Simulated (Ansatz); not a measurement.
# CH5ClFGeN: a ladder of functionals and wavefunction methods

Aim: compute CH5ClFGeN with functionals from several rungs and with coupled cluster, and see how far each lands from CCSD(T) at the basis-set limit for the atomisation energy.

Method: functionals in def2-TZVPP, the program's frozen cores in correlated methods; program: Ansatz 0.2.0, Gaussian basis.

Plan: LDA (SPW92), PBE-D4, revPBE-D4, BLYP-D4, r2SCAN-D4, B97M-V, PBE0-D4, B3LYP-D4, r2SCANh-D4, r2SCAN0-D4, HSE06-D4, BHLYP-D4, CAM-B3LYP-D4, LC-ωPBE, ωB97X-V, ωB97M-V, B2PLYP, PBE-QIDH; CCSD(T)/def2-SVP; CCSD(T)/def2-TZVPP; MP2/def2-QZVPP; extrapolation to the limit; RPA on PBE.

### 1 Structure used throughout

All runs share one geometry, relaxed beforehand with PBE0-D4 in a triple-zeta def2 set.

SMILES `C[NH][GeH]([F])[Cl]`, 10 atoms, charge 0, spin multiplicity 1.

Atoms are counted from 1 here; the program's logs count them from 0.

Bond lengths: C1–N2 1.453 Å, C1–H6 1.097 Å, C1–H7 1.093 Å, C1–H8 1.093 Å, N2–Ge3 1.801 Å, N2–H9 1.011 Å, Ge3–F4 1.726 Å, Ge3–Cl5 2.152 Å, Ge3–H10 1.526 Å. Angles: N2–C1–H6 114.0°, N2–C1–H7 109.7°, N2–C1–H8 109.8°, H6–C1–H7 107.7°, H6–C1–H8 108.4°, H7–C1–H8 106.9°, C1–N2–Ge3 119.9°, C1–N2–H9 113.0°, Ge3–N2–H9 113.3°, N2–Ge3–F4 105.3°, N2–Ge3–Cl5 114.1°, N2–Ge3–H10 113.3°, F4–Ge3–Cl5 104.9°, F4–Ge3–H10 110.5°, Cl5–Ge3–H10 108.3°.

As a file:

```xyz
10
charge 0, multiplicity 1
C     0.96726    1.02458   -0.36266
N    -0.19459    0.59938    0.39993
Ge   -0.66466   -1.13953    0.42307
F    -2.09227   -1.21344    1.39051
Cl   -1.25514   -1.91513   -1.49525
H     0.80568    1.04638   -1.44701
H     1.80546    0.35131   -0.16457
H     1.27719    2.02139   -0.04009
H    -0.98233    1.22460    0.30140
H     0.41651   -2.05075    0.99747
```

### 2 LDA

This LDA is Slater exchange with PW92 correlation.

Input file in.yaml:

```yaml
crystal:
  periodic: [false, false, false]
  atoms:
    - {symbol: C, position_ang: [0.967261, 1.024580, -0.362658]}
    - {symbol: N, position_ang: [-0.194593, 0.599380, 0.399930]}
    - {symbol: Ge, position_ang: [-0.664665, -1.139527, 0.423072]}
    - {symbol: F, position_ang: [-2.092275, -1.213436, 1.390508]}
    - {symbol: Cl, position_ang: [-1.255145, -1.915134, -1.495247]}
    - {symbol: H, position_ang: [0.805683, 1.046382, -1.447014]}
    - {symbol: H, position_ang: [1.805462, 0.351314, -0.164567]}
    - {symbol: H, position_ang: [1.277194, 2.021386, -0.040093]}
    - {symbol: H, position_ang: [-0.982330, 1.224602, 0.301404]}
    - {symbol: H, position_ang: [0.416509, -2.050748, 0.997466]}
basis:
  gaussian: {orbitals: def2-TZVPP}
hamiltonian: {xc: lda}
output: {orbitals: {seedname: orbitals}}
```

The runs that follow: PBE-D4 (GGA); revPBE-D4 (GGA); BLYP-D4 (GGA); r2SCAN-D4 (meta-GGA); B97M-V (meta-GGA); PBE0-D4 (hybrid); B3LYP-D4 (hybrid); r2SCANh-D4 (hybrid); r2SCAN0-D4 (hybrid); HSE06-D4 (hybrid); BHLYP-D4 (hybrid); CAM-B3LYP-D4 (range-separated); LC-ωPBE-D4 (range-separated); ωB97X-V (range-separated); ωB97M-V (range-separated); B2PLYP (double hybrid); PBE-QIDH (double hybrid); CCSD(T) in def2-SVP; CCSD(T) in def2-TZVPP; MP2 in def2-QZVPP; RPA on PBE orbitals.

Q: Predict the results of all the runs planned. Wanted: atomisation energy, CCSD(T)/CBS; farthest beyond LDA; mean size of error, GGA; mean size of error, meta-GGA; mean size of error, hybrid; mean size of error, range-separated; mean size of error, double hybrid; gap, smallest and largest; T1 diagnostic.

**Answer**, as computed:

```
                               quantity                                                                                                         value
        atomisation energy, CCSD(T)/CBS                                                                                                 3448.9 kJ/mol
 functionals within 34.5 kJ/mol (1.0 %)  BLYP-D4, r2SCAN-D4, B97M-V, PBE0-D4, B3LYP-D4, r2SCANh-D4, HSE06-D4, CAM-B3LYP-D4, LC-ωPBE, ωB97X-V, ωB97M-V
                    farthest beyond LDA                                                                                      BHLYP-D4 (-128.4 kJ/mol)
                mean size of error, GGA                                                                                                   39.7 kJ/mol
           mean size of error, meta-GGA                                                                                                    8.2 kJ/mol
             mean size of error, hybrid                                                                                                   48.8 kJ/mol
    mean size of error, range-separated                                                                                                   11.7 kJ/mol
      mean size of error, double hybrid                                                                                                   42.9 kJ/mol
              gap, smallest and largest                                                                     4.98 eV (LDA (SPW92)), 12.68 eV (LC-ωPBE)
                          T1 diagnostic                                                                                                        0.0108
triples share of the correlation energy                                                                                                         3.6 %
```

LDA overbinds by 514.1 kJ/mol (15 %). PBE-D4 is off by +51.1 kJ/mol. Double hybrids carry the basis error of their MP2 part in triple zeta, and no dispersion term here, so their miss is partly the set-up's. The rungs meta-GGA, range-separated miss on average by less than the doubt on the reference (34.5 kJ/mol), so they tie. Misses under about 34.5 kJ/mol are within the doubt on the reference itself, which lacks core-valence correlation, relativity and higher excitations, and its outer-core shells are covered unevenly. Hartree-Fock recovers 70 % of the binding; the rest is correlation. CCSD(T) in def2-SVP is off by -233.4 kJ/mol, so the small basis spoils what the method gains. Orbital gaps span 5.0 to 12.7 eV; exact exchange widens them. Correlated methods include outer-core shells of Ge, which these sets cover unevenly.
